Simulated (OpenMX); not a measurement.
# SiF in OpenMX: the effect of dispersion

Crystal: SiF.

```xyz
2
Lattice="3.0286 0.0000 0.0000 0.0000 3.0286 0.0000 0.0000 0.0000 3.0286" Properties=species:S:1:pos:R:3 pbc="T T T"
Si    1.5143    1.5143    1.5143
F     0.0000    0.0000    0.0000
```

The cell was built by a generator and needn't be a form met in nature.

Alike in all runs:

| Quantity | Value |
| --- | --- |
| Program | OpenMX 3.8.5 |
| Task | single point |
| Functional | PBE |
| Potentials or basis | OpenMX 2013 PBE set, Si7.0-s2p2d1, F6.0-s2p2d1, grid cutoff 400 Ry |
| k mesh | 7 × 7 × 7 |
| Occupations | fermi-dirac, width 0.05 eV |
| Spin | no spin polarisation |

Q: One run gave: pressure -1.6 GPa. Which dispersion did it use?
A. D4
B. D3(BJ)
C. none
D. D3

A: B.

```tsv
dispersion	pressure (GPa)
none	0.2
D3	-0.5
D3(BJ)	-1.6
D4	-0.2
```

Caveats: the basis of atomic orbitals isn't converged, which shifts pressures, moduli and gaps; an odd number of electrons without spin polarisation forces a metal; a magnetic or distorted state may lie lower; pairwise dispersion overbinds metals, which lowers pressure and volume (some runs).

Not every run made on this cell is shown here.
